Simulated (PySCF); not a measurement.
# CuH: singlet, from a linear start

The task is one start of a wider search on CuH: the singlet, built as linear. It is relaxed, tested by its Hessian and followed downhill if it is a saddle.

The runs use PySCF 2.14.0; wB97X, basis Cu def2-TZVP, H def2-TZVP, no relativity, density fitting.

**1. The system as given**

2 atoms, charge 0, spin multiplicity 1.

Bond lengths: Cu1–H2 1.512 Å.

Z-matrix (Å, degrees; charge 0 multiplicity 1):
```
Cu
H  1 1.5120
```

**2. The SCF at the typed geometry**

One driver script runs all steps and calls PySCF; scf.py shows how it sets up the SCF of each step. The optimiser is the driver's own. The state is first sought with PBE0. After this first run the driver tries any further starts and a stability analysis.

Contents of scf.py:

```python
from pyscf import gto, scf, dft
mol = gto.M(atom='''
Cu     0.000000     0.000000     0.000000
H      0.000000     0.000000     1.512000''',
    basis={'Cu': 'def2-TZVP', 'H': 'def2-TZVP'},
    charge=0, spin=0)
mf = dft.RKS(mol, xc='PBE0')
mf.grids.atom_grid = (50, 194)
aux = {'Cu': 'def2-universal-JKFIT', 'H': 'def2-universal-JKFIT'}
mf = mf.density_fit(auxbasis=aux)
mf.conv_tol = 1e-08
mf.diis_space = 10
mf.max_cycle = 60
mf.init_guess = 'minao'
mf.verbose = 4
mf.kernel()
```

On the command line:

```bash
OMP_NUM_THREADS=1 python axn.py task.json out
```

The runs that follow: Relaxation: linear start, singlet; Hessian and properties.

Q: Predict the outcome of this session. Wanted: minimum; geometry; wavenumbers; dipole moment; highest occupied, lowest empty level; polar-tensor charge of Cu1; zero-point energy; atomisation energy.

**Answer**, as computed:

| quantity | value |
| --- | --- |
| minimum | singlet, C∞v |
| geometry | Cu–H 1.483 Å |
| wavenumbers (cm⁻¹) | 1901 (σ+) |
| dipole moment | 2.96 D |
| highest occupied, lowest empty level | -9.08, 0.05 eV |
| polar-tensor charge of Cu1 | +0.38 e |
| zero-point energy | 11.4 kJ/mol |
| entropy at 298.15 K | 196.4 J/(mol K) |
| atomisation energy (no zero-point energy) | 271 kJ/mol |

**Reading.** The linear start keeps its C∞v symmetry and ends in a minimum. The strongest infrared band lies at 1901 cm⁻¹ (σ+, stretch). Other starts or spin states, not run here, may lie lower. Whether spin polarisation would lower the closed shell was not checked.
